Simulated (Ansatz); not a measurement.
**CH₇ClOSi₂: up Jacob's ladder to CCSD(T)**

How much do the methods differ for CH₇ClOSi₂? The plan is to run it at one geometry with functionals of several rungs and with coupled cluster, and see how far each lands from CCSD(T) at the basis-set limit for the atomisation energy.

Method: functionals in def2-TZVPP, the program's frozen cores in correlated methods; program: Ansatz 0.2.0, Gaussian basis.

Plan: PBE-D4, r2SCAN-D4, PBE0-D4, B3LYP-D4, ωB97X-V, ωB97M-V, B2PLYP; CCSD(T)/def2-TZVPP; MP2/def2-QZVPP; extrapolation to the limit.

### 1 Structure used throughout

All runs share one geometry, relaxed beforehand with PBE0-D4 in a triple-zeta def2 set.

SMILES `C[SiH](Cl)[SiH2]O`, 12 atoms, charge 0, spin multiplicity 1.

Atoms are counted from 1 here; the program's logs count them from 0.

Bond lengths: C1–Si2 1.863 Å, C1–H6 1.092 Å, C1–H7 1.092 Å, C1–H8 1.094 Å, Si2–Cl3 2.087 Å, Si2–Si4 2.348 Å, Si2–H9 1.487 Å, Si4–O5 1.652 Å, Si4–H10 1.491 Å, Si4–H11 1.485 Å, O5–H12 0.960 Å. Angles: Si2–C1–H6 110.7°, Si2–C1–H7 110.8°, Si2–C1–H8 109.8°, H6–C1–H7 108.6°, H6–C1–H8 108.5°, H7–C1–H8 108.3°, C1–Si2–Cl3 108.3°, C1–Si2–Si4 114.8°, C1–Si2–H9 110.5°, Cl3–Si2–Si4 102.5°, Cl3–Si2–H9 106.4°, Si4–Si2–H9 113.5°, Si2–Si4–O5 108.1°, Si2–Si4–H10 109.2°, Si2–Si4–H11 112.6°, O5–Si4–H10 112.1°, O5–Si4–H11 106.3°, H10–Si4–H11 108.6° and more.

### 2 PBE-D4 (GGA)

The input, in.yaml:

```yaml
crystal:
  periodic: [false, false, false]
  atoms:
    - {symbol: C, position_ang: [-1.253555, -0.397336, 1.416225]}
    - {symbol: Si, position_ang: [0.419352, -0.565073, 0.613510]}
    - {symbol: Cl, position_ang: [1.718436, 0.794974, 1.518011]}
    - {symbol: Si, position_ang: [0.496439, 0.079867, -1.643190]}
    - {symbol: O, position_ang: [0.441677, 1.730090, -1.706391]}
    - {symbol: H, position_ang: [-1.185999, -0.575650, 2.491538]}
    - {symbol: H, position_ang: [-1.663544, 0.601473, 1.253869]}
    - {symbol: H, position_ang: [-1.945892, -1.126977, 0.986845]}
    - {symbol: H, position_ang: [0.984981, -1.917662, 0.864707]}
    - {symbol: H, position_ang: [1.737345, -0.463530, -2.266253]}
    - {symbol: H, position_ang: [-0.674624, -0.406076, -2.417019]}
    - {symbol: H, position_ang: [1.002483, 2.190699, -1.077752]}
basis:
  gaussian: {orbitals: def2-TZVPP}
hamiltonian: {xc: pbe, dispersion: d4}
output: {forces: true, orbitals: {seedname: orbitals}}
```

Launch:

```
> ansatz run in.yaml --threads 4 --pin off --events-out ev --progress --plain --max-ram 10444MiB
```

The runs that follow: r2SCAN-D4 (meta-GGA); PBE0-D4 (hybrid); B3LYP-D4 (hybrid); ωB97X-V (range-separated); ωB97M-V (range-separated); B2PLYP (double hybrid); CCSD(T) in def2-TZVPP; MP2 in def2-QZVPP.

Q: Predict the results of all the runs planned. Wanted: atomisation energy, CCSD(T)/CBS; farthest; mean size of error, hybrid; mean size of error, range-separated; gap, smallest and largest; T1 diagnostic; triples share of the correlation energy.

**Answer**, as computed:

```
                               quantity                                 value
        atomisation energy, CCSD(T)/CBS                             43.147 eV
    functionals within 0.216 eV (0.5 %)   PBE-D4, r2SCAN-D4, ωB97X-V, ωB97M-V
                               farthest                    B2PLYP (-0.756 eV)
             mean size of error, hybrid                              0.335 eV
    mean size of error, range-separated                              0.064 eV
              gap, smallest and largest  4.91 eV (PBE-D4), 11.31 eV (ωB97X-V)
                          T1 diagnostic                                0.0108
triples share of the correlation energy                                 3.7 %
```

PBE-D4 is off by +0.036 eV. Double hybrids carry the basis error of their MP2 part in triple zeta, and no dispersion term here, so their miss is partly the set-up's. The reference freezes the cores and leaves out relativity and excitations past (T), so misses under about 0.216 eV can't be ranked. Hartree-Fock recovers 75 % of the binding; the rest is correlation. Orbital gaps span 4.9 to 11.3 eV; exact exchange widens them.
